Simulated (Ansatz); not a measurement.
# Cl2GaH2: the cost of one run

All numbers below are computed with Ansatz 0.2.0 (UKS B3LYP/def2-SVP).

## 1. The structure to begin with

Bond lengths: Ga1–H2 1.820 Å, Ga1–Cl3 2.240 Å, Ga1–Cl4 2.240 Å. Angles: H2–Ga1–Cl3 120.0°, H2–Ga1–Cl4 120.0°, Cl3–Ga1–Cl4 120.0°.

Structure file:

```xyz
5

Ga    0.0000    0.0000    0.0000
H     0.0000    0.0000    1.8200
Cl    1.9398    0.0000   -1.1200
Cl   -1.9398    0.0000   -1.1200
H     0.0000    0.0000    2.7800
```

## 2. Pulling towards end A

Springs on the bonds that form and break draw the guess towards this end; the thresholds are loose.

File input.yaml:

```yaml
crystal:
  periodic: [false, false, false]
  atoms:
    - { symbol: Ga, position_ang: [0.0, 0.0, 0.0] }
    - { symbol: H, position_ang: [0.0, 0.0, 1.82] }
    - { symbol: Cl, position_ang: [1.9398, 0.0, -1.12] }
    - { symbol: Cl, position_ang: [-1.9398, 0.0, -1.12] }
    - { symbol: H, position_ang: [0.0, 0.0, 2.78] }
magnetization:
  spin_polarized: true
  initial_magnetization: 1
basis:
  gaussian: { orbitals: def2-SVP }
hamiltonian:
  xc: b3lyp
relax:
  f_tol: 0.15
  max_steps: 25
  restrain:
    - { distance: [1, 4], at: 1.86, k: 30.0 }
    - { distance: [0, 1], at: 1.57, k: 30.0 }
```

Command:

```console
ansatz run input.yaml --threads 2 --pin off --max-ram 3072MiB --backend cpu --events-out ev --progress --plain --runs-dir out
```

**Question.** How long does this run take on 2 threads of Arm Neoverse V2, shared host, and how much memory does it need?

About 16 s, with a peak of 0.23 GiB.
